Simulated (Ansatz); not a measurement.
**C₂H₈BCl₂N: how energies converge with the basis set**

The task here is to estimate one member of a computed series from the others.

Method: one geometry, several basis sets; program: Ansatz 0.2.0, Gaussian basis.

Plan: PBE0-D4/def2-SVP; ωB97M-V/def2-SVP; PBE0-D4/def2-QZVPP; ωB97M-V/def2-QZVPP; the functionals' def2-TZVPP values are taken from earlier runs.

### The geometry

All runs share one geometry, relaxed beforehand with PBE0-D4 in a triple-zeta def2 set.

14 atoms, charge 0, spin multiplicity 1.

Atoms are counted from 1 here; the program's logs count them from 0.

Bond lengths: C1–N2 1.475 Å, C1–H7 1.087 Å, C1–H8 1.087 Å, C1–H9 1.090 Å, N2–B3 1.626 Å, N2–H10 1.018 Å, N2–H11 1.018 Å, B3–C4 1.589 Å, B3–Cl5 1.853 Å, B3–Cl6 1.853 Å, C4–H12 1.096 Å, C4–H13 1.092 Å, C4–H14 1.096 Å. Angles: N2–C1–H7 108.2°, N2–C1–H8 108.2°, N2–C1–H9 110.4°, H7–C1–H8 109.1°, H7–C1–H9 110.5°, H8–C1–H9 110.5°, C1–N2–B3 117.8°, C1–N2–H10 109.7°, C1–N2–H11 109.7°, B3–N2–H10 106.0°, B3–N2–H11 106.0°, H10–N2–H11 106.9°, N2–B3–C4 108.0°, N2–B3–Cl5 104.9°, N2–B3–Cl6 104.9°, C4–B3–Cl5 112.9°, C4–B3–Cl6 112.9°, Cl5–B3–Cl6 112.5° and more.

Coordinates:

```mol
C2H8BCl2N
  3D, bonds by distance, orders not assigned

 14 13  0  0  0  0  0  0  0  0999 V2000
    0.7489    1.2904   -1.2932 C   0  0
    0.3555    0.0007   -0.6944 N   0  0
   -0.3832    0.0311    0.7536 B   0  0
   -0.6996   -1.4680    1.1749 C   0  0
    0.8256    0.8585    1.8891 Cl  0  0
   -1.9133    1.0428    0.4879 Cl  0  0
   -0.1461    1.8966   -1.4117 H   0  0
    1.4286    1.7899   -0.6068 H   0  0
    1.2309    1.1297   -2.2575 H   0  0
   -0.2772   -0.4911   -1.3222 H   0  0
    1.1768   -0.5895   -0.5785 H   0  0
   -1.3709   -1.9667    0.4668 H   0  0
   -1.1975   -1.4810    2.1463 H   0  0
    0.2086   -2.0729    1.2749 H   0  0
  1  2  8  0
  2  3  8  0
  3  4  8  0
  3  5  8  0
  3  6  8  0
  1  7  8  0
  1  8  8  0
  1  9  8  0
  2 10  8  0
  2 11  8  0
  4 12  8  0
  4 13  8  0
  4 14  8  0
M  END
```

The first run:

The input, in.yaml:

```yaml
crystal:
  periodic: [false, false, false]
  atoms:
    - {symbol: C, position_ang: [0.748932, 1.290382, -1.293223]}
    - {symbol: N, position_ang: [0.355453, 0.000732, -0.694425]}
    - {symbol: B, position_ang: [-0.383169, 0.031123, 0.753553]}
    - {symbol: C, position_ang: [-0.699585, -1.467973, 1.174910]}
    - {symbol: Cl, position_ang: [0.825643, 0.858529, 1.889067]}
    - {symbol: Cl, position_ang: [-1.913269, 1.042807, 0.487908]}
    - {symbol: H, position_ang: [-0.146053, 1.896620, -1.411702]}
    - {symbol: H, position_ang: [1.428551, 1.789930, -0.606836]}
    - {symbol: H, position_ang: [1.230950, 1.129737, -2.257520]}
    - {symbol: H, position_ang: [-0.277250, -0.491132, -1.322180]}
    - {symbol: H, position_ang: [1.176754, -0.589477, -0.578511]}
    - {symbol: H, position_ang: [-1.370928, -1.966655, 0.466793]}
    - {symbol: H, position_ang: [-1.197461, -1.481011, 2.146326]}
    - {symbol: H, position_ang: [0.208634, -2.072912, 1.274940]}
basis:
  gaussian: {orbitals: def2-SVP}
hamiltonian: {xc: pbe0, dispersion: d4}
output: {orbitals: {seedname: orbitals}}
```

Started as:

```console
$ ansatz run in.yaml --threads 4 --pin off --events-out ev --progress --plain --max-ram 11315MiB
```

Steps of the session up to this table: PBE0-D4 in def2-SVP; ωB97M-V in def2-SVP; PBE0-D4 in def2-QZVPP; ωB97M-V in def2-QZVPP.

One table of the session follows, with a row left open; its other results are not shown here.

It belongs to the step «Functionals by basis». 

```
functional       basis  HOMO (eV)  LUMO (eV)
   PBE0-D4    def2-SVP          ?          ?
   PBE0-D4  def2-TZVPP      -7.78       0.02
   PBE0-D4  def2-QZVPP      -7.83      -0.33
   ωB97M-V    def2-SVP      -9.72       2.22
   ωB97M-V  def2-TZVPP     -10.05       1.44
   ωB97M-V  def2-QZVPP     -10.11       0.82
```

Estimate the missing values for PBE0-D4, def2-SVP.

As computed: HOMO (eV): -7.49; LUMO (eV): 0.60. In the column «HOMO (eV)» it is the highest.
